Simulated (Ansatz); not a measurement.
# BH6NSiTe: the cost of one run

Method: RKS CAM-B3LYP-D4/def2-SVP, in Ansatz 0.2.0.

## 1. The structure to begin with

Bond lengths: N1–B2 1.456 Å, B2–Si3 1.920 Å, B2–Te4 2.266 Å, N1–H5 1.094 Å, N1–H6 1.071 Å, Si3–H7 1.519 Å, Si3–H8 1.411 Å, Si3–H9 1.529 Å, Te4–H10 1.708 Å. Angles: N1–B2–Si3 118.6°, N1–B2–Te4 122.3°, Si3–B2–Te4 119.1°, B2–N1–H5 109.2°, B2–N1–H6 110.9°, H5–N1–H6 103.0°, B2–Si3–H7 109.4°, B2–Si3–H8 111.6°, B2–Si3–H9 110.1°, H7–Si3–H8 109.0°, H7–Si3–H9 106.8°, H8–Si3–H9 109.9°, B2–Te4–H10 88.9°.

Coordinates:

```xyz
10

N    -1.4728    0.7504   -0.3403
B    -0.2124    0.0271   -0.4372
Si    0.2795   -1.1580    0.9916
Te    1.1873    0.2629   -2.2032
H    -1.5931    1.3829   -1.2251
H    -1.4444    1.4606    0.4611
H     1.6348   -1.7757    0.6916
H    -0.6683   -2.1900    1.1589
H     0.4313   -0.3732    2.2952
H     1.9412    1.5618   -1.3897
```

## 2. End point A

input.yaml

```yaml
crystal:
  periodic: [false, false, false]
  atoms:
    - { symbol: "N", position_ang: [-1.4728, 0.7504, -0.3403] }
    - { symbol: B, position_ang: [-0.2124, 0.0271, -0.4372] }
    - { symbol: Si, position_ang: [0.2795, -1.158, 0.9916] }
    - { symbol: Te, position_ang: [1.1873, 0.2629, -2.2032] }
    - { symbol: H, position_ang: [-1.5931, 1.3829, -1.2251] }
    - { symbol: H, position_ang: [-1.4444, 1.4606, 0.4611] }
    - { symbol: H, position_ang: [1.6348, -1.7757, 0.6916] }
    - { symbol: H, position_ang: [-0.6683, -2.19, 1.1589] }
    - { symbol: H, position_ang: [0.4313, -0.3732, 2.2952] }
    - { symbol: H, position_ang: [1.9412, 1.5618, -1.3897] }
basis:
  gaussian: { orbitals: def2-SVP }
hamiltonian:
  xc: cam_b3lyp
  dispersion: d4
relax:
  f_tol: 0.015
  max_steps: 40
```

Command:

```sh
> ansatz run input.yaml --threads 2 --pin off --max-ram 3072MiB --backend cpu --events-out ev --progress --plain --runs-dir out
```

**Question.** How long does this run take on 2 threads of Intel Xeon Platinum 8488C (Sapphire Rapids), shared host, and how much memory does it need?

About 61 s, with a peak of 0.3 GiB.
